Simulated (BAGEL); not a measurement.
**GaH5S (SMILES [H][Ga]([H])([H])<-[SH2]): HF/STO-3G (density fitting with qzvpp-jkfit)**

What is the energy change on altering one bond length of GaH5S at HF/STO-3G (density fitting with qzvpp-jkfit)? 

The calculation is run with BAGEL 1.2.2.

6 further runs of the same task are left out: 5 that didn't finish, 1 set aside as unsound or not needed.

## 1. The system as given

GaH5S has 7 atoms, charge 0, and is taken as a singlet. SMILES: `[H][Ga]([H])([H])<-[SH2]`. Geometry: a GFN2-xTB relaxation, a rough one for these elements and not checked as a minimum.

Bond lengths: Ga1–S2 2.519 Å, S2–H3 1.334 Å, S2–H4 1.335 Å, Ga1–H5 1.541 Å, Ga1–H6 1.555 Å, Ga1–H7 1.541 Å. Angles: Ga1–S2–H3 91.9°, Ga1–S2–H4 91.7°, S2–Ga1–H5 99.3°, S2–Ga1–H6 94.5°, S2–Ga1–H7 99.0°, H3–S2–H4 92.6°, H5–Ga1–H6 117.5°, H5–Ga1–H7 119.8°, H6–Ga1–H7 117.5°.

## 2. A single-point energy at HF/STO-3G (density fitting with qzvpp-jkfit)

job.json reads:

```json
{ "bagel": [

{
  "title": "molecule",
  "basis": "sto-3g",
  "df_basis": "qzvpp-jkfit",
  "angstrom": "true",
  "geometry": [
    { "atom": "Ga", "xyz": [    0.135150,   -0.228190,   -1.006970 ] },
    { "atom": "S", "xyz": [    0.147170,   -0.250200,    1.512210 ] },
    { "atom": "H", "xyz": [    0.511150,    1.032540,    1.566350 ] },
    { "atom": "H", "xyz": [   -1.151550,    0.052790,    1.561520 ] },
    { "atom": "H", "xyz": [    1.654590,   -0.188910,   -1.262680 ] },
    { "atom": "H", "xyz": [   -0.645400,    1.112110,   -1.113390 ] },
    { "atom": "H", "xyz": [   -0.651100,   -1.530120,   -1.257050 ] }
  ]
},
{
  "title": "hf",
  "charge": 0
},
{
  "title": "print",
  "file": "orbitals.molden",
  "orbitals": "true"
}

]}
```

Launch:

```console
$ BAGEL_NUM_THREADS=1 BAGEL job.json > job.out
```

Standard output:

```text
* using 1 threads per process

  ===============================================================
  ===============================================================

  *** Geometry ***

  { "atom" : "Ga", "xyz" : [      0.255396,     -0.431217,     -1.902898 ] },
  { "atom" : "S", "xyz" : [      0.278111,     -0.472809,      2.857663 ] },
  { "atom" : "H", "xyz" : [      0.965934,      1.951218,      2.959973 ] },
  { "atom" : "H", "xyz" : [     -2.176114,      0.099759,      2.950845 ] },
  { "atom" : "H", "xyz" : [      3.126722,     -0.356988,     -2.386119 ] },
  { "atom" : "H", "xyz" : [     -1.219629,      2.101583,     -2.104002 ] },
  { "atom" : "H", "xyz" : [     -1.230401,     -2.891508,     -2.375480 ] },

  Number of auxiliary basis functions:      484

  Since a DF basis is specified, we compute 2- and 3-index integrals:
    o Being stored without compression. Storage requirement is 0.004 GB

  Number of basis functions:       32
  Number of electrons      :       52

    * METHOD: MOLECULE                             0.15

  *** RHF ***

  === Nuclear Repulsion ===
   170.0242836985

      * DIIS with orbital gradients will be used.

  === RHF iteration (sto-3g) ===
      0      -2296.90774114          0.00653476           0.03
      1      -2296.93894536          0.00189174           0.02
      2      -2296.94164826          0.00037732           0.02
      3      -2296.94184185          0.00024594           0.03
      4      -2296.94200366          0.00010078           0.03
      5      -2296.94203260          0.00002453           0.03
      6      -2296.94203383          0.00000656           0.02
      7      -2296.94203391          0.00000145           0.02
      8      -2296.94203391          0.00000053           0.03
      9      -2296.94203391          0.00000037           0.02
     10      -2296.94203391          0.00000019           0.03
     11      -2296.94203391          0.00000007           0.02
     12      -2296.94203391          0.00000004           0.03
     13      -2296.94203391          0.00000002           0.03
     14      -2296.94203391          0.00000001           0.03
    * SCF iteration converged.

    * Permanent dipole moment:
           (    0.252919,    -0.430522,    -1.760470) a.u.

    * METHOD: HF                                   0.47

    * METHOD: PRINT                                0.00

  ===============================================================
```

Wall time 0.78 s (1 thread of Arm Neoverse V2, shared host); peak memory 0.082 GiB.

## 3. The distorted shape at the same level

hf.json reads:

```json
{ "bagel": [

{
  "title": "molecule",
  "basis": "sto-3g",
  "df_basis": "qzvpp-jkfit",
  "angstrom": true,
  "geometry": [
    { "atom": "Ga", "xyz": [    0.131544,   -0.221587,   -1.762728 ] },
    { "atom": "S", "xyz": [    0.147170,   -0.250200,    1.512210 ] },
    { "atom": "H", "xyz": [    0.511150,    1.032540,    1.566350 ] },
    { "atom": "H", "xyz": [   -1.151550,    0.052790,    1.561520 ] },
    { "atom": "H", "xyz": [    1.650984,   -0.182307,   -2.018438 ] },
    { "atom": "H", "xyz": [   -0.649006,    1.118713,   -1.869148 ] },
    { "atom": "H", "xyz": [   -0.654706,   -1.523517,   -2.012808 ] }
  ]
},
{ "title": "hf" },
{ "title": "print", "file": "orbitals.molden", "orbitals": true }

]}
```

Launch:

```console
$ BAGEL_NUM_THREADS=1 BAGEL hf.json > hf.out
```

Standard output:

```text
* using 1 threads per process

  ===============================================================
  ===============================================================

  *** Geometry ***

  { "atom" : "Ga", "xyz" : [      0.248582,     -0.418739,     -3.331073 ] },
  { "atom" : "S", "xyz" : [      0.278111,     -0.472809,      2.857663 ] },
  { "atom" : "H", "xyz" : [      0.965934,      1.951218,      2.959973 ] },
  { "atom" : "H", "xyz" : [     -2.176114,      0.099759,      2.950845 ] },
  { "atom" : "H", "xyz" : [      3.119908,     -0.344510,     -3.814295 ] },
  { "atom" : "H", "xyz" : [     -1.226444,      2.114061,     -3.532178 ] },
  { "atom" : "H", "xyz" : [     -1.237215,     -2.879030,     -3.803656 ] },

  Number of auxiliary basis functions:      484

  Since a DF basis is specified, we compute 2- and 3-index integrals:
    o Being stored without compression. Storage requirement is 0.004 GB

  Number of basis functions:       32
  Number of electrons      :       52

    * METHOD: MOLECULE                             0.15

  *** RHF ***

  === Nuclear Repulsion ===
   142.1919514956

      * DIIS with orbital gradients will be used.

  === RHF iteration (sto-3g) ===
      0      -2296.87378819          0.00691510           0.03
      1      -2296.90398250          0.00165681           0.03
      2      -2296.90608544          0.00043390           0.03
      3      -2296.90627035          0.00022264           0.03
      4      -2296.90635711          0.00019084           0.03
      5      -2296.90649583          0.00014527           0.03
      6      -2296.90665034          0.00006207           0.03
      7      -2296.90666196          0.00003584           0.03
      8      -2296.90666542          0.00000991           0.03
      9      -2296.90666557          0.00000880           0.03
     10      -2296.90666577          0.00000824           0.02
     11      -2296.90666638          0.00000627           0.02
     12      -2296.90666711          0.00000254           0.02
     13      -2296.90666715          0.00000147           0.03
     14      -2296.90666716          0.00000104           0.03
     15      -2296.90666716          0.00000064           0.03
     16      -2296.90666717          0.00000014           0.03
     17      -2296.90666717          0.00000008           0.02
     18      -2296.90666717          0.00000007           0.03
     19      -2296.90666717          0.00000004           0.03
     20      -2296.90666717          0.00000002           0.03
     21      -2296.90666717          0.00000002           0.02
     22      -2296.90666717          0.00000001           0.02
     23      -2296.90666717          0.00000001           0.03
     24      -2296.90666717          0.00000001           0.03
     25      -2296.90666717          0.00000001           0.03
    * SCF iteration converged.

    * Permanent dipole moment:
           (    0.213279,    -0.362519,    -0.762786) a.u.

    * METHOD: HF                                   0.76

    * METHOD: PRINT                                0.00

  ===============================================================
```

Run time: 1.1 s. Hardware: 1 thread of Arm Neoverse V2, shared host; peak memory 0.082 GiB.

## 4. Results

Level: HF/STO-3G (density fitting with qzvpp-jkfit).

```
                                                          quantity           value
                                         first shape: total energy  -2296.94203 Eh
                                        first shape: dipole moment          4.65 D
                                          first shape: HOMO energy        -5.90 eV
                                          first shape: LUMO energy         8.50 eV
                                        first shape: HOMO–LUMO gap        14.39 eV
                                     distorted shape: total energy  -2296.90667 Eh
                                    distorted shape: dipole moment          2.21 D
                                      distorted shape: HOMO energy        -6.76 eV
                                      distorted shape: LUMO energy         5.35 eV
                                    distorted shape: HOMO–LUMO gap        12.11 eV
energy change with the Ga1–S2 bond stretched from 2.519 to 3.275 Å        0.962 eV
```

What this shows: With the Ga1–S2 bond stretched from 2.519 to 3.275 Å the energy rises by 0.96 eV (22.2 kcal/mol). The first shape isn't relaxed at this level, so the change isn't measured from a minimum. The minimal basis adds a large error of its own.
